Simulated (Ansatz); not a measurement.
# TaBi (CsCl type): how the settings move a single-point run

Aim: see which settings change the result for TaBi (CsCl type), by how much, and at what cost.

Program: Ansatz 0.2.0. Level of theory: reference: DFT, LDA, all-electron LAPW, scalar-relativistic. These are calculated values, not measurements.

1 further run of the same task is left out (it didn't finish). Runs told in other sessions of the task aren't counted.

**1. The starting structure**

It takes space group Pm-3m (No. 221, cubic). Conventional cell: a = 3.247 Å, b = 3.247 Å, c = 3.247 Å, α = 90.00°, β = 90.00°, γ = 90.00°. Around Ta (site symmetry m-3m) lie 8 Bi at 2.81 Å. Bi (site symmetry m-3m) has 8 Ta at 2.81 Å in its first shell of neighbours.

Coordinates:

```xyz
2
Lattice="3.2467 0.0000 0.0000 0.0000 3.2467 0.0000 0.0000 0.0000 3.2467" Properties=species:S:1:pos:R:3 pbc="T T T"
Ta    0.0000    0.0000    0.0000
Bi    1.6234    1.6234    1.6234
```

**2. The reference run**

input.yaml

```yaml
crystal:
  lattice:
    - [3.2467124886, 0.0, 0.0]
    - [0.0, 3.2467124886, 0.0]
    - [0.0, 0.0, 3.2467124886]
  atoms:
    - { symbol: Ta, position: [0.0, 0.0, 0.0] }
    - { symbol: Bi, position: [0.5, 0.5, 0.5] }
kpoints:
  mp_grid: { grid: [11, 11, 11] }
scf:
  occupations: { method: fermi_dirac, width: 0.05 }
hamiltonian:
  xc: lda
  pseudopotentials: { kind: all_electron, lapw: { basis_error: 0.001 } }
output:
  forces: true
  stress: true
  eigenvalues: true
  populations: true
```

Started as:

```sh
> ansatz run input.yaml --threads 1 --pin off --max-ram 2048MiB --backend cpu --events-out ev --progress --plain --runs-dir out
```

**3. Changed: hubbard.sites [{species: Ta, l: d, u_eff: 2.0}], hubbard.double_counting fll**

input.yaml: that of step 2 with these lines changed.

```diff
@@ -15,2 +15,3 @@
   pseudopotentials: { kind: all_electron, lapw: { basis_error: 0.001 } }
+  hubbard: { sites: [{ species: Ta, l: d, u_eff: 2.0 }], double_counting: fll }
 output:
```

**Question.** What will these runs give? Wanted: for each run, ending; energy change; pressure; gap; force.

The runs gave:

```tsv
run	ending	energy change	pressure (GPa)	gap (eV)	force (eV/Å)	cycles	time
reference	converged	0	37.7	0.00	0.00	8	29 s
1: hubbard.sites [{species: Ta, l: d, u_eff: 2.0}], hubbard.double_counting fll	converged	+1.22 eV/atom (Hubbard term changed: no physical gain or loss)	38.6	0.00	0.00	10	41 s
```

Residual by cycle in the longest SCF loop of each run; runs are numbered as in the table. The quantity is the density residual dr2, in eV.

```tsv
cycle	reference	run 1
1	0.124	0.0741
2	0.0282	0.0445
3	0.00803	0.0158
4	0.00241	0.00863
5	2.5e-4	0.00198
6	1.7e-5	5.4e-4
7	1.5e-6	1.9e-5
8	9.6e-8	3.8e-6
9	-	3.2e-7
10	-	2.5e-8
```

**Reading.** Changing the Hubbard U and double counting of the Hubbard term moves the energy by +1.22 eV/atom, and the pressure goes from 37.7 to 38.6 GPa. The U term adds an energy of its own, so the shift says nothing about which run is better. Cost: 10 SCF cycles against 8, 41 s against 29 s. A changed U is a change of model: its shifts are not errors of convergence. The structure is not at rest: the sound run finds 38 GPa, so these are no properties of the relaxed crystal. 
